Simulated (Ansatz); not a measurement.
# Al: the cost of one run

Method: DFT LDA+D3(BJ), scalar-relativistic, plane waves, PAW, in Ansatz 0.2.0.

10 further runs of the same task are left out: 10 set aside as unsound or not needed.

## 1. The structure to begin with

Symmetry: P6_3/mmc, No. 194, hexagonal system. Conventional cell: a = 2.775 Å, b = 2.775 Å, c = 9.107 Å, α = 90.00°, β = 90.00°, γ = 120.00°. Al (site symmetry -3m) is surrounded by 12 Al at 2.77 to 2.78 Å. Al (site symmetry -6m2) has 12 Al at 2.77 to 2.78 Å as nearest neighbours.

Coordinates:

```
Al
1.0
     2.77493    0.00000    0.00000
    -1.38747    2.40316    0.00000
     0.00000    0.00000    9.10658
Al
4
Direct
  0.00000 0.00000 0.00000
  0.33333 0.66667 0.25000
  0.00000 0.00000 0.50000
  0.66667 0.33333 0.75000
```

It goes back to an entry of the Materials Project, which need not be the stable form.

It is the result of an earlier relaxation at this level (volume 15.18 Å³/atom; gap on the mesh: none (metal)).

## 2. Plan of the scan

The energy is mapped over a normal mode and a strain (zone-centre modes of the cell shown) (x along [1 0 0], y along [1 2 0], z along [0 0 1] of the conventional cell).

First coordinate, amplitude of mode 4 (93 cm⁻¹), largest displacement in the unstrained cell: 11 values from −0.588 Å. Second coordinate, equal normal strain along x and y: 7 values from −4.00 %.

Nothing else is relaxed (the pattern is fixed in fractional coordinates). Energies count from the relaxed high-symmetry cell. Points are written as (first, second).

The modes come from a phonon run on the reference cell, made beforehand.

Displacement patterns for an amplitude of 1 (Å):

| atom | x1 | y1 | z1 |
| --- | --- | --- | --- |
| Al1 | 1.000 | 0.000 | 0.000 |
| Al2 | 0.000 | 0.000 | 0.000 |
| Al3 | -1.000 | 0.000 | 0.000 |
| Al4 | 0.000 | 0.000 | 0.000 |

## 3. The run at (−0.118 Å, 4.00 %)

Input file input.yaml:

```yaml
crystal:
  lattice:
    - [2.8859323722, 0.0, 0.0]
    - [-1.4429661861, 2.4992907479, 0.0]
    - [0.0, 0.0, 9.1065785895]
  atoms:
    - { symbol: Al, position: [-0.0423793715, 0.0, 0.0] }
    - { symbol: Al, position: [0.3333333333, 0.6666666667, 0.25] }
    - { symbol: Al, position: [0.0423793715, 0.0, 0.5] }
    - { symbol: Al, position: [0.6666666667, 0.3333333333, 0.75] }
basis:
  ecutwfc: 420
kpoints:
  mp_grid: { grid: [18, 18, 6] }
hamiltonian:
  xc: lda
  pseudopotentials: { kind: paw, azcp: { folder: soft_1 } }
  dispersion: d3bj
scf:
  occupations: { method: gaussian, width: 0.15 }
output:
  forces: true
  stress: true
  eigenvalues: true
```

On the command line:

```bash
ansatz run input.yaml --threads 2 --pin off --max-ram 4096MiB --backend cpu --events-out ev --progress --plain --runs-dir out
```

What time and memory should one allow on 2 threads of Arm Neoverse N1, shared host?

About 31 s, with a peak of 0.76 GiB.
